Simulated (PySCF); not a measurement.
**Solver options tried on K**

Aim: find out which solver settings change the answer for K.

The runs use PySCF 2.14.0; each script names its method and basis.

1 further run of the same task is left out (it didn't finish).

## (1) The atom

K: 1 atom, charge 0, spin multiplicity 2.

## (2) The base run

File input.py:

```python
from pyscf import gto, scf, mp

mol = gto.M(
    atom='K 0 0 0',
    basis='jorge-dzp',
    charge=0,
    spin=1,
    verbose=3,
)
mf = scf.UHF(mol)
mf.kernel()
mp.MP2(mf, frozen=5).kernel()
mf.dip_moment()
print('orbital energies (hartree):', [e[max(0, n-3):n+3].round(4) for e, n in zip(mf.mo_energy, mol.nelec)])
```

The run is started by

```sh
$ OMP_NUM_THREADS=1 python input.py
```

The log of this run is left out.

It gives: E(SCF) = -599.150110 Eh, E(MP2) − E(SCF) = -0.03439 Eh, ⟨S²⟩ = 0.750.

## (3) Initial guess atom

Edit 1 changes initial guess: minao → atom.

File input.py:

```python
from pyscf import gto, scf, mp

mol = gto.M(
    atom='K 0 0 0',
    basis='jorge-dzp',
    charge=0,
    spin=1,
    verbose=3,
)
mf = scf.UHF(mol)
mf.init_guess = 'atom'
mf.kernel()
mp.MP2(mf, frozen=5).kernel()
mf.dip_moment()
print('orbital energies (hartree):', [e[max(0, n-3):n+3].round(4) for e, n in zip(mf.mo_energy, mol.nelec)])
```

The run is started by

```sh
$ OMP_NUM_THREADS=1 python input.py
```

## (4) Initial guess mod_huckel

Edit 2 changes initial guess: minao → mod_huckel.

Changes to input.py since step 2:

```diff
@@ -10,2 +10,3 @@
 mf = scf.UHF(mol)
+mf.init_guess = 'mod_huckel'
 mf.kernel()
```

## (5) Damping 0.8

Edit 3 changes damping: none → 0.8.

Changes to input.py since step 2:

```diff
@@ -10,2 +10,4 @@
 mf = scf.UHF(mol)
+mf.damp = 0.8
+mf.diis_start_cycle = 8
 mf.kernel()
```

Q: Predict the outcome of this session. Wanted: for each run, E(SCF); from base; gap, α spin; after the SCF.

As calculated:

```
                     run  E(SCF) (hartree)  from base (eV)  gap, α spin (eV)                           after the SCF
                    base       -599.150110               0              5.47  MP2 correlation -0.936 eV, core frozen
      initial guess atom       -599.150110          0.0000              5.47  MP2 correlation -0.936 eV, core frozen
initial guess mod_huckel       -599.150110          0.0000              5.47  MP2 correlation -0.936 eV, core frozen
             damping 0.8       -599.150110          0.0000              5.47  MP2 correlation -0.936 eV, core frozen
```

What this shows: With initial guess atom or initial guess mod_huckel or damping 0.8 the SCF ends at the base energy.
